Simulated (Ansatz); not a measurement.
# C6H16F2N2Sn: one species, many methods

The task here is to estimate one member of a computed series from the others.

Method: functionals in def2-TZVPP, the program's frozen cores in correlated methods; program: Ansatz 0.2.0, Gaussian basis.

Plan: LDA (SPW92), PBE-D4, revPBE-D4, BLYP-D4, r2SCAN-D4, B97M-V, PBE0-D4, B3LYP-D4, r2SCANh-D4, r2SCAN0-D4, HSE06-D4, BHLYP-D4, CAM-B3LYP-D4, LC-ωPBE, ωB97X-V, ωB97M-V, B2PLYP, PBE-QIDH; CCSD(T)/def2-SVP; CCSD(T)/def2-TZVPP; MP2/def2-QZVPP; extrapolation to the limit; RPA on PBE.

### The relaxed structure

All runs share one geometry, relaxed beforehand with PBE0-D4 in a triple-zeta def2 set. Sn takes the def2 core potential; no spin-orbit term is included.

SMILES `CC[N](C)[Sn]([F])([F])[N](C)CC`, 27 atoms, charge 0, spin multiplicity 1.

Atoms are counted from 1 here; the program's logs count them from 0.

Bond lengths: C1–C2 1.513 Å, C1–H12 1.091 Å, C1–H13 1.094 Å, C1–H14 1.097 Å, C2–N3 1.447 Å, C2–H15 1.102 Å, C2–H16 1.100 Å, N3–C4 1.448 Å, N3–Sn5 1.998 Å, C4–H17 1.097 Å, C4–H18 1.100 Å, C4–H19 1.091 Å, Sn5–F6 1.923 Å, Sn5–F7 1.913 Å, Sn5–N8 1.990 Å, N8–C9 1.446 Å, N8–C10 1.447 Å, C9–H20 1.101 Å and more. Angles: C2–C1–H12 110.6°, C2–C1–H13 111.3°, C2–C1–H14 111.6°, H12–C1–H13 107.9°, H12–C1–H14 106.5°, H13–C1–H14 108.8°, C1–C2–N3 112.8°, C1–C2–H15 109.3°, C1–C2–H16 109.3°, N3–C2–H15 111.1°, N3–C2–H16 107.9°, H15–C2–H16 106.2°, C2–N3–C4 113.6°, C2–N3–Sn5 119.0°, C4–N3–Sn5 118.6°, N3–C4–H17 109.6°, N3–C4–H18 112.8°, N3–C4–H19 110.7° and more.

As a file:

```xyz
27

C    -0.77636    0.71694   -2.01254
C     0.66237    1.18284   -1.96435
N     1.30638    0.88204   -0.70358
C     2.66608    1.37214   -0.61644
Sn    0.20131    0.82307    0.96018
F    -0.77013    2.45531    1.25839
F     1.53373    0.79564    2.33283
N    -1.15325   -0.58279    1.34572
C    -2.55265   -0.23397    1.24159
C    -0.86838   -1.96021    1.00492
C     0.59891   -2.30155    1.14472
H    -1.20317    0.88991   -3.00183
H    -0.85512   -0.35188   -1.79442
H    -1.40327    1.27015   -1.30179
H     0.70351    2.26192   -2.18347
H     1.23200    0.68498   -2.76235
H     3.28181    0.88499   -1.38287
H     2.73840    2.45834   -0.77252
H     3.09733    1.13900    0.35770
H    -2.96345   -0.40466    0.23395
H    -3.13562   -0.84451    1.94184
H    -2.71030    0.81343    1.50198
H    -1.45757   -2.59696    1.67985
H    -1.21096   -2.20060   -0.01660
H     0.76635   -3.36296    0.95407
H     1.20942   -1.74998    0.41919
H     0.96072   -2.07103    2.14931
```

Set-up of the first run:

Input file in.yaml:

```yaml
crystal:
  periodic: [false, false, false]
  atoms:
    - {symbol: C, position_ang: [-0.776364, 0.716940, -2.012537]}
    - {symbol: C, position_ang: [0.662367, 1.182835, -1.964353]}
    - {symbol: N, position_ang: [1.306380, 0.882042, -0.703578]}
    - {symbol: C, position_ang: [2.666081, 1.372142, -0.616438]}
    - {symbol: Sn, position_ang: [0.201314, 0.823066, 0.960179]}
    - {symbol: F, position_ang: [-0.770128, 2.455311, 1.258389]}
    - {symbol: F, position_ang: [1.533730, 0.795638, 2.332831]}
    - {symbol: N, position_ang: [-1.153248, -0.582792, 1.345724]}
    - {symbol: C, position_ang: [-2.552645, -0.233974, 1.241592]}
    - {symbol: C, position_ang: [-0.868382, -1.960211, 1.004916]}
    - {symbol: C, position_ang: [0.598910, -2.301547, 1.144724]}
    - {symbol: H, position_ang: [-1.203167, 0.889906, -3.001825]}
    - {symbol: H, position_ang: [-0.855117, -0.351876, -1.794419]}
    - {symbol: H, position_ang: [-1.403271, 1.270153, -1.301787]}
    - {symbol: H, position_ang: [0.703506, 2.261924, -2.183473]}
    - {symbol: H, position_ang: [1.232000, 0.684975, -2.762346]}
    - {symbol: H, position_ang: [3.281810, 0.884994, -1.382870]}
    - {symbol: H, position_ang: [2.738400, 2.458340, -0.772519]}
    - {symbol: H, position_ang: [3.097334, 1.139004, 0.357704]}
    - {symbol: H, position_ang: [-2.963447, -0.404657, 0.233951]}
    - {symbol: H, position_ang: [-3.135619, -0.844512, 1.941836]}
    - {symbol: H, position_ang: [-2.710302, 0.813430, 1.501977]}
    - {symbol: H, position_ang: [-1.457571, -2.596961, 1.679845]}
    - {symbol: H, position_ang: [-1.210962, -2.200599, -0.016603]}
    - {symbol: H, position_ang: [0.766350, -3.362961, 0.954074]}
    - {symbol: H, position_ang: [1.209422, -1.749982, 0.419191]}
    - {symbol: H, position_ang: [0.960718, -2.071028, 2.149312]}
basis:
  gaussian: {orbitals: def2-TZVPP}
hamiltonian: {xc: lda}
output: {orbitals: {seedname: orbitals}}
```

The run is started by

```sh
> ansatz run in.yaml --threads 11 --pin off --events-out ev --progress --plain --max-ram 174080MiB --backend cuda --devices 0, --max-vram 75GiB
```

Among the steps run: LDA; PBE-D4 (GGA); revPBE-D4 (GGA); BLYP-D4 (GGA); r2SCAN-D4 (meta-GGA); B97M-V (meta-GGA); B3LYP-D4 (hybrid); r2SCANh-D4 (hybrid); r2SCAN0-D4 (hybrid); HSE06-D4 (hybrid); BHLYP-D4 (hybrid); CAM-B3LYP-D4 (range-separated); LC-ωPBE (range-separated); ωB97X-V (range-separated); ωB97M-V (range-separated); B2PLYP (double hybrid); PBE-QIDH (double hybrid).

One of the session's tables, all rows but one given; the rest of the session is left out.

It belongs to the step «Frontier levels by functional». 

| functional | HOMO (eV) | gap (eV) |
| --- | --- | --- |
| LDA (SPW92) | -5.48 | 3.13 |
| PBE-D4 | -5.34 | 3.32 |
| revPBE-D4 | -5.28 | 3.39 |
| BLYP-D4 | -5.24 | 3.27 |
| r2SCAN-D4 | -5.58 | 3.82 |
| B97M-V | -5.73 | 3.90 |
| PBE0-D4 | -6.67 | 5.68 |
| B3LYP-D4 | -6.47 | 5.14 |
| r2SCANh-D4 | ? | ? |
| r2SCAN0-D4 | -6.85 | 6.02 |
| HSE06-D4 | -6.27 | 4.91 |
| BHLYP-D4 | -7.97 | 8.02 |
| CAM-B3LYP-D4 | -8.07 | 8.10 |
| LC-ωPBE | -9.38 | 10.77 |
| ωB97X-V | -9.07 | 10.27 |
| ωB97M-V | -8.99 | 9.99 |

Q: Estimate the row for r2SCANh-D4 from the others.

Worked estimate for «HOMO (eV)». Against the share of exact exchange, r2SCAN-D4 (0, -5.58), r2SCAN0-D4 (0.25, -6.85) give a slope of -5.08 per unit share; at 0.1 the line stands at -6.09.

The run gave: HOMO (eV): -6.09; gap (eV): 4.70. In «HOMO (eV)» the line misses by 0.00.
